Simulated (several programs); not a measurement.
**Many methods on one cell: Si3Sn (ordering on diamond)**

Si3Sn as one 4-atom ordering (P-4m2) on the diamond lattice, relaxed with r2SCAN in Ansatz, was computed with several methods. The symmetry is P-4m2 (No. 115, tetragonal); a = 4.038 Å, c = 5.749 Å in the conventional setting, 23.43 Å³ an atom. Around Si lie 2 Si at 2.40 Å and 2 Sn at 2.56 Å; around Si lie 4 Si at 2.40 Å; around Sn lie 4 Si at 2.56 Å. The cell comes from a prototype generator: it can be a known phase or a hypothetical one. Spin polarisation is off.

```
Si Sn
1.0
     4.03764    0.00000    0.00000
     0.00000    4.03764    0.00000
     0.00000    0.00000    5.74862
Si Sn
3 1
Direct
  0.50000 0.00000 0.77460
  0.50000 0.50000 0.00000
  0.00000 0.50000 0.22540
  0.00000 0.00000 0.50000
```

Gaps and times are for a single point on this cell; volume and bulk modulus come from each method's own relaxation or energy curve at fixed shape, which is too stiff where a cell has free coordinates or axes. Times are rough, from shared hosts (Arm Neoverse V2; Intel Xeon Processor @ 2.70GHz), and each method has its own mesh and cell size. A double dagger marks a value from a curve with shape and coordinates held. PM6 (MOPAC), PM7 (MOPAC), GFN1-xTB (tblite), GFN2-xTB (tblite) treat a cluster of cells at its zone centre, which samples few k points: where these miss a band edge, the gap comes out too large for that reason alone. Gaps from k meshes are read at a limited set of points (mesh, symmetry points, PBE's band edges), so each method's own least gap may be somewhat smaller. xTB and the PM methods were fitted mostly to molecules, and can miss a solid's gap by electronvolts. Minimal bases can be far off for gaps. Times of the plane-wave ladder aren't listed, since it ran on unlike processors and cards. GLLB-SC's gap includes the derivative discontinuity. G0W0 is at finite bands, cutoff and mesh. d marks a direct gap, i an indirect one (no mark: not told apart), a dash a value that wasn't computed or didn't pass its checks.

```json
{"method": "light PBE (260 eV and a coarse mesh)", "kind": "light plane-wave", "gap (eV)": "0.25 i", "own volume (Å³/atom)": "–", "bulk modulus (GPa)": "–", "atoms computed": "4", "processor time": "0.88 s"}
{"method": "GFN1-xTB (tblite)", "kind": "tight binding", "gap (eV)": "0.37", "own volume (Å³/atom)": "24.32‡", "bulk modulus (GPa)": "79‡", "atoms computed": "cluster", "processor time": "3.2 s"}
{"method": "PBE/SZV (CP2K)", "kind": "small basis", "gap (eV)": "1.81 i", "own volume (Å³/atom)": "24.69‡", "bulk modulus (GPa)": "72‡", "atoms computed": "4", "processor time": "4.9 s"}
{"method": "PBE", "kind": "semilocal", "gap (eV)": "0.23 i", "own volume (Å³/atom)": "23.89", "bulk modulus (GPa)": "70‡", "atoms computed": "4", "processor time": "–"}
{"method": "PBE/single zeta (GPAW)", "kind": "small basis", "gap (eV)": "0.81 i", "own volume (Å³/atom)": "–", "bulk modulus (GPa)": "–", "atoms computed": "4", "processor time": "7.6 s"}
{"method": "GFN2-xTB (tblite)", "kind": "tight binding", "gap (eV)": "1.20", "own volume (Å³/atom)": "22.00‡", "bulk modulus (GPa)": "95‡", "atoms computed": "cluster", "processor time": "8.9 s"}
{"method": "PM7 (MOPAC)", "kind": "semi-empirical", "gap (eV)": "6.64", "own volume (Å³/atom)": "–", "bulk modulus (GPa)": "–", "atoms computed": "cluster", "processor time": "8.9 s"}
{"method": "PBE/DZVP (CP2K)", "kind": "small basis", "gap (eV)": "0.27 i", "own volume (Å³/atom)": "23.96‡", "bulk modulus (GPa)": "70‡", "atoms computed": "4", "processor time": "11 s"}
{"method": "r2SCAN", "kind": "semilocal", "gap (eV)": "0.40 i", "own volume (Å³/atom)": "23.43", "bulk modulus (GPa)": "79‡", "atoms computed": "4", "processor time": "–"}
{"method": "GLLB-SC (GPAW)", "kind": "model potential", "gap (eV)": "0.45", "own volume (Å³/atom)": "–", "bulk modulus (GPa)": "–", "atoms computed": "4", "processor time": "15 s"}
{"method": "PBE+SOC", "kind": "semilocal", "gap (eV)": "0.16 i", "own volume (Å³/atom)": "–", "bulk modulus (GPa)": "–", "atoms computed": "4", "processor time": "–"}
{"method": "PM6 (MOPAC)", "kind": "semi-empirical", "gap (eV)": "3.46", "own volume (Å³/atom)": "–", "bulk modulus (GPa)": "–", "atoms computed": "cluster", "processor time": "95 s"}
{"method": "PBE0", "kind": "hybrid", "gap (eV)": "1.39 i", "own volume (Å³/atom)": "–", "bulk modulus (GPa)": "–", "atoms computed": "4", "processor time": "–"}
{"method": "HSE06", "kind": "hybrid", "gap (eV)": "0.76 i", "own volume (Å³/atom)": "–", "bulk modulus (GPa)": "–", "atoms computed": "4", "processor time": "–"}
{"method": "G0W0@r2SCAN (140 eV screening cutoff)", "kind": "many-body", "gap (eV)": "0.72", "own volume (Å³/atom)": "–", "bulk modulus (GPa)": "–", "atoms computed": "4", "processor time": "–"}
{"method": "G0W0@HSE06 (140 eV screening cutoff)", "kind": "many-body", "gap (eV)": "0.84", "own volume (Å³/atom)": "–", "bulk modulus (GPa)": "–", "atoms computed": "4", "processor time": "–"}
{"method": "G0W0@PBE (210 eV screening cutoff)", "kind": "many-body", "gap (eV)": "0.64", "own volume (Å³/atom)": "–", "bulk modulus (GPa)": "–", "atoms computed": "4", "processor time": "–"}
```

Against HSE06 (0.76 eV) and with closed or daggered gaps left aside, the nearest gap at the points sampled is that of G0W0@r2SCAN (140 eV screening cutoff) (-0.04 eV) and the farthest that of PM7 (MOPAC) (+5.88 eV). HSE06 is only a yardstick of convenience, and nearness to it can be luck.

Volumes against r2SCAN's: PBE +2.0 %.

Only the rows marked +SOC include spin-orbit coupling.
